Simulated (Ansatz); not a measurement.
**NaIr (CsCl type): a relaxation**

Wanted: a converged relaxation for NaIr (CsCl type), and a check of what comes out. The structure is shown as the input types it.

Program: Ansatz 0.2.0. Level of theory: DFT, PBE, all-electron LAPW, non-relativistic. These are calculated values, not measurements.

## (1) The structure to begin with

Symmetry: Pm-3m, No. 221, cubic system. Conventional cell: a = 3.231 Å, b = 3.231 Å, c = 3.231 Å, α = 90.00°, β = 90.00°, γ = 90.00°. Around Na (site symmetry m-3m) lie 8 Ir at 2.80 Å. Around Ir (site symmetry m-3m) lie 8 Na at 2.80 Å.

Structure file:

```cif
data_structure
_symmetry_space_group_name_H-M 'P 1'
_symmetry_Int_Tables_number 1
_cell_length_a 3.2313
_cell_length_b 3.2313
_cell_length_c 3.2313
_cell_angle_alpha 90.000
_cell_angle_beta 90.000
_cell_angle_gamma 90.000
_cell_volume 33.74
loop_
_atom_site_label
_atom_site_type_symbol
_atom_site_fract_x
_atom_site_fract_y
_atom_site_fract_z
_atom_site_occupancy
Na1 Na 0.00000 0.00000 0.00000 1
Ir1 Ir 0.50000 0.50000 0.50000 1
```

## (2) The run

File input.yaml:

```yaml
crystal:
  lattice:
    - [3.231263744, 0.0, 0.0]
    - [0.0, 3.231263744, 0.0]
    - [0.0, 0.0, 3.231263744]
  atoms:
    - { symbol: Na, position: [0.0, 0.0, 0.0] }
    - { symbol: Ir, position: [0.5, 0.5, 0.5] }
kpoints:
  mp_grid: { grid: [11, 11, 11] }
scf:
  occupations: { method: fermi_dirac, width: 0.05 }
  max_iter: 75
hamiltonian:
  xc: pbe
  pseudopotentials:
    kind: all_electron
    lapw: { basis_error: 0.0005 }
    relativity: none
output:
  forces: true
  stress: true
  eigenvalues: true
relax:
  f_tol: 0.005
  max_steps: 20
  cell: {}
accuracy: [1, 2]
```

Launch:

```console
ansatz run input.yaml --threads 1 --pin off --max-ram 2048MiB --backend cpu --events-out ev --progress --plain --runs-dir out
```

Q: Will this input give a usable result? If not, why, and what should change?

The run ended at the input check. It says: «line 28 column 11: expected string scalar»

In the input, accuracy is [1, 2]. The key wants another kind of value (number, word, list or true/false) than the one typed.

What to do: delete accuracy (the default then holds).
